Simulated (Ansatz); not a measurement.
This script makes an equation of state with a fit of HfIr3, space group Pm-3m with the Python package of Ansatz (0.2.0).

`eos_hfir3.py`
```python
"""Equation of state of HfIr3."""

import logging
import sys

import ansatz as az
from ase.eos import EquationOfState
from ase.units import GPa
import numpy as np

logging.basicConfig(stream=sys.stdout, format="[%(levelname)s] %(message)s")
log = logging.getLogger("calc")
log.setLevel(logging.INFO)

vectors0 = np.array([
    [3.926, 0.0, 0.0],
    [0.0, 3.926, 0.0],
    [0.0, 0.0, 3.926],
])
sites = [
    ("Hf", (0.0, 0.0, 0.0)),
    ("Ir", (0.0, 0.5, 0.5)),
    ("Ir", (0.5, 0.0, 0.5)),
    ("Ir", (0.5, 0.5, 0.0)),
]


def build(cell):
    crystal = az.Crystal(lattice=az.Lattice.of(cell))
    for symbol, position in sites:
        crystal = crystal.atom(symbol, position)
    return crystal

# scale the volume, keep shape and fractions
volumes, energies, pressures = [], [], []
for scale in np.linspace(0.88, 1.12, 7):
    cell = vectors0 * scale ** (1 / 3)
    base = (
        build(cell).calculation()
        .functional(az.Functional.R2SCAN)
        .accuracy("low")
        .occupations("cold", width=150 * az.meV)
        .eigensolver("davidson", full_accuracy=True)
        .scf(max_iterations=150, self_checks="high")
        .basis(600)
        .kpoints(6, 6, 6)
        .stress()
    )
    report = base.run().report
    volumes.append(abs(np.linalg.det(cell)) / len(sites))
    energies.append(report["free_energy_ev"] / len(sites))
    pressures.append(np.trace(report["stress_gpa"]) / 3)
    log.info(f"V = {volumes[-1]:8.4f} A^3/atom  F = {energies[-1]:.5f} eV/atom  P = {pressures[-1]:8.3f} GPa")

eos = EquationOfState(volumes, energies, eos="murnaghan")
v0, e0, bulk = eos.fit()
log.info(f"V0 = {v0:.4f} A^3/atom, E0 = {e0:.5f} eV/atom, B = {bulk / GPa:.1f} GPa")
eos.plot("eos.png")
```

Its results, one of them left out:

| V (Å³/atom) | F less the lowest row shown (meV/atom) |
| --- | --- |
| 13.313 | ? |
| 13.918 | 140.45 |
| 14.523 | 40.10 |
| 15.128 | 0.00 |
| 15.733 | 7.99 |
| 16.339 | 54.36 |
| 16.944 | 131.29 |

What is the missing energy at 13.313 Å³ an atom?

A third-order Birch-Murnaghan fit, E = E0 + (9 V0 B0 / 16) [(t - 1)³ B' + (t - 1)² (6 - 4t)] with t = (V0/V)^(2/3), through the 6 rows shown gives V0 = 15.315 Å³, B0 = 299.1 GPa, B' = 4.71 and E0 = -2.15 meV. At V = 13.313 Å³, t = 1.09789, and the fit extrapolates to 316.67 meV. The run gave 316.35 meV, a miss of 0.32 meV.

These settings explore the input space; cutoff and mesh may be short of convergence. Spin is left out of this run. The mesh is modest for a metal, so energies can be off by several to tens of meV an atom and pressures by half a GPa or more; differences at equal mesh fare better. Pressure is positive in compression. Spin-orbit coupling, which matters for elements this heavy, is left out. The structure is a deposited one; some such entries were measured under pressure or heat, so a shift against it needn't be the functional's error alone. Finished in 2.6 min on 1 thread of Intel(R) Xeon(R) Processor @ 2.30GHz (shared host), peak memory 0.7 GiB.
